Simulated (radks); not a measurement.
# Te²⁻ held by a Watson sphere

Aim: the size and levels of Te²⁻ inside a shell of charge +2.23 and radius R, which stands for the Madelung well of a crystal, for several R.

Method: scalar-relativistic Kohn-Sham, PBE, spin-polarised, spherical densities, finite nucleus. Code: radks (a radial shooting solver on a logarithmic mesh, Libxc functionals) version 1.

### 1 What is computed

```
element            : tellurium (Z = 52)
charge             : -2
electrons          : 54
configuration      : [Xe]
nuclear rms radius : 4.7423 fm
```

Outer shells as boxes (Hund's rule):

Te²⁻
```
[Kr] core
4d [↑↓][↑↓][↑↓][↑↓][↑↓]
5s [↑↓]
5p [↑↓][↑↓][↑↓]
```

### 2 R = 2.59 bohr

The run's settings:

```text
Z 52
configuration [Xe]
relativity scalar-relativistic
functional pbe,pbe
spin polarised
nucleus finite rms 4.7423 fm
c 137.035999084
watson charge 2.23 radius 2.59 bohr
response adiabatic LDA kernel
```

On the command line:

```
python run_ks.py task.json out
```

All runs below come from this command, one after another.

### 3 R = 2.89 bohr

Changes since step 2:

```diff
@@ -7,3 +7,3 @@
 c 137.035999084
-watson charge 2.23 radius 2.59 bohr
+watson charge 2.23 radius 2.89 bohr
 response adiabatic LDA kernel
```

### 4 R = 3.31 bohr

Changes since step 3:

```diff
@@ -7,3 +7,3 @@
 c 137.035999084
-watson charge 2.23 radius 2.89 bohr
+watson charge 2.23 radius 3.31 bohr
 response adiabatic LDA kernel
```

### 5 R = 3.32 bohr

Changes since step 4:

```diff
@@ -7,3 +7,3 @@
 c 137.035999084
-watson charge 2.23 radius 3.31 bohr
+watson charge 2.23 radius 3.32 bohr
 response adiabatic LDA kernel
```

### 6 R = 3.53 bohr

Changes since step 5:

```diff
@@ -7,3 +7,3 @@
 c 137.035999084
-watson charge 2.23 radius 3.32 bohr
+watson charge 2.23 radius 3.53 bohr
 response adiabatic LDA kernel
```

### 7 R = 3.73 bohr

Changes since step 6:

```diff
@@ -7,3 +7,3 @@
 c 137.035999084
-watson charge 2.23 radius 3.53 bohr
+watson charge 2.23 radius 3.73 bohr
 response adiabatic LDA kernel
```

### 8 R = 3.77 bohr

Changes since step 7:

```diff
@@ -7,3 +7,3 @@
 c 137.035999084
-watson charge 2.23 radius 3.73 bohr
+watson charge 2.23 radius 3.77 bohr
 response adiabatic LDA kernel
```

### 9 R = 4.96 bohr

Changes since step 8:

```diff
@@ -7,3 +7,3 @@
 c 137.035999084
-watson charge 2.23 radius 3.77 bohr
+watson charge 2.23 radius 4.96 bohr
 response adiabatic LDA kernel
```

What does the calculation give? Wanted: for each run, R; highest level; its <r>; sum of <r²>; α.

The runs gave:

```csv
R (bohr),highest level (eV),its <r> (bohr),sum of <r²> (bohr²),α (bohr³)
2.59,-8.987,2.615,76.33,40.27
2.89,-8.464,2.697,79.71,46.49
3.31,-7.708,2.805,84.33,57.08
3.32,-7.690,2.807,84.44,57.36
3.53,-7.319,2.857,86.67,63.53
3.73,-6.974,2.902,88.73,69.95
3.77,-6.906,2.911,89.14,71.30
4.96,-5.135,3.131,100.3,122.6
```

In words: From R = 2.59 to 4.96 bohr the top level moves from -8.987 to -5.135 eV and its mean radius from 2.62 to 3.13 bohr. A wider sphere makes a shallower well, so the ion swells. The polarisability goes from 40.3 to 123 bohr³. Response by self-consistent Sternheimer equations with the Hartree and adiabatic LDA kernel, the relativistic mass of each level held fixed and spin-orbit coupling left out. The sphere does not respond.
